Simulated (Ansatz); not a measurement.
**C₈H₇ClO₂: a ladder of functionals and wavefunction methods**

The task here is to estimate one member of a computed series from the others.

Method: functionals in def2-TZVPP, the program's frozen cores in correlated methods; program: Ansatz 0.2.0, Gaussian basis.

The runs, in order: LDA (SPW92), PBE-D4, revPBE-D4, BLYP-D4, r2SCAN-D4, B97M-V, PBE0-D4, B3LYP-D4, r2SCANh-D4, r2SCAN0-D4, HSE06-D4, BHLYP-D4, CAM-B3LYP-D4, LC-ωPBE, ωB97X-V, ωB97M-V, B2PLYP, PBE-QIDH; CCSD(T)/def2-SVP; CCSD(T)/def2-TZVPP; MP2/def2-QZVPP; extrapolation to the limit; RPA on PBE.

## The relaxed structure

An earlier PBE0-D4 in a triple-zeta def2 set relaxation fixed the geometry.

SMILES `COC(=O)c1ccc(Cl)cc1`, 18 atoms, charge 0, spin multiplicity 1.

Atoms are counted from 1 here; the program's logs count them from 0.

Bond lengths: C1–O2 1.423 Å, C1–H12 1.088 Å, C1–H13 1.091 Å, C1–H14 1.091 Å, O2–C3 1.338 Å, C3–O4 1.204 Å, C3–C5 1.482 Å, C5–C6 1.391 Å, C5–C11 1.391 Å, C6–C7 1.382 Å, C6–H15 1.083 Å, C7–C8 1.388 Å, C7–H16 1.082 Å, C8–Cl9 1.724 Å, C8–C10 1.387 Å, C10–C11 1.383 Å, C10–H17 1.082 Å, C11–H18 1.082 Å. Angles: O2–C1–H12 105.8°, O2–C1–H13 110.6°, O2–C1–H14 110.6°, H12–C1–H13 110.5°, H12–C1–H14 110.5°, H13–C1–H14 108.7°, C1–O2–C3 115.1°, O2–C3–O4 123.3°, O2–C3–C5 112.4°, O4–C3–C5 124.3°, C3–C5–C6 117.9°, C3–C5–C11 122.4°, C6–C5–C11 119.7°, C5–C6–C7 120.5°, C5–C6–H15 118.6°, C7–C6–H15 120.8°, C6–C7–C8 119.1°, C6–C7–H16 121.0° and more.

Set-up of the first run:

Contents of in.yaml:

```yaml
crystal:
  periodic: [false, false, false]
  atoms:
    - {symbol: C, position_ang: [2.425994, -1.282733, -2.110630]}
    - {symbol: O, position_ang: [1.465470, -1.080530, -1.080767]}
    - {symbol: C, position_ang: [0.854578, 0.110273, -1.099314]}
    - {symbol: O, position_ang: [1.088446, 0.959870, -1.920051]}
    - {symbol: C, position_ang: [-0.131920, 0.257020, -0.003434]}
    - {symbol: C, position_ang: [-0.836612, 1.453245, 0.081749]}
    - {symbol: C, position_ang: [-1.769672, 1.648331, 1.081967]}
    - {symbol: C, position_ang: [-1.994261, 0.633753, 2.001411]}
    - {symbol: Cl, position_ang: [-3.156374, 0.867903, 3.253074]}
    - {symbol: C, position_ang: [-1.301224, -0.565581, 1.932363]}
    - {symbol: C, position_ang: [-0.369664, -0.749945, 0.926767]}
    - {symbol: H, position_ang: [2.822958, -2.283240, -1.954027]}
    - {symbol: H, position_ang: [3.222483, -0.540443, -2.043705]}
    - {symbol: H, position_ang: [1.957383, -1.206601, -3.092744]}
    - {symbol: H, position_ang: [-0.638587, 2.225820, -0.651037]}
    - {symbol: H, position_ang: [-2.322840, 2.575649, 1.155949]}
    - {symbol: H, position_ang: [-1.494124, -1.341968, 2.661351]}
    - {symbol: H, position_ang: [0.177966, -1.680824, 0.861076]}
basis:
  gaussian: {orbitals: def2-TZVPP}
hamiltonian: {xc: lda}
output: {orbitals: {seedname: orbitals}}
```

Run with:

```
$ ansatz run in.yaml --threads 4 --pin off --events-out ev --progress --plain --max-ram 66560MiB --backend cuda --devices 0, --max-vram 37GiB
```

Steps of the session up to this table: LDA; PBE-D4 (GGA); revPBE-D4 (GGA); BLYP-D4 (GGA); r2SCAN-D4 (meta-GGA); B97M-V (meta-GGA); PBE0-D4 (hybrid); B3LYP-D4 (hybrid); r2SCANh-D4 (hybrid); r2SCAN0-D4 (hybrid); HSE06-D4 (hybrid); BHLYP-D4 (hybrid); CAM-B3LYP-D4 (range-separated); LC-ωPBE (range-separated); ωB97X-V (range-separated); ωB97M-V (range-separated); B2PLYP (double hybrid); PBE-QIDH (double hybrid).

One table of the session follows, with a row left open; its other results are not shown here.

It belongs to the step «Orbital energies across the functionals». 

```
  functional  HOMO (eV)  LUMO (eV)  gap (eV)
 LDA (SPW92)      -6.56      -2.65      3.91
      PBE-D4      -6.36      -2.40      3.96
   revPBE-D4      -6.29      -2.30      3.99
     BLYP-D4      -6.17      -2.23      3.94
   r2SCAN-D4      -6.58      -2.29      4.29
      B97M-V          ?          ?         ?
     PBE0-D4      -7.41      -1.58      5.83
    B3LYP-D4      -7.18      -1.75      5.43
  r2SCANh-D4      -6.97      -1.99      4.98
  r2SCAN0-D4      -7.55      -1.53      6.03
    HSE06-D4      -7.02      -1.95      5.07
    BHLYP-D4      -8.26      -0.58      7.68
CAM-B3LYP-D4      -8.59      -0.51      8.07
     LC-ωPBE      -9.86       0.48     10.34
     ωB97X-V      -9.51       0.48     10.00
     ωB97M-V      -9.42       0.44      9.86
```

Estimate the missing values for B97M-V.

The run gave: HOMO (eV): -6.57; LUMO (eV): -2.19; gap (eV): 4.38. In the column «HOMO (eV)» it lies between r2SCAN-D4 (-6.58) and LDA (SPW92) (-6.56).
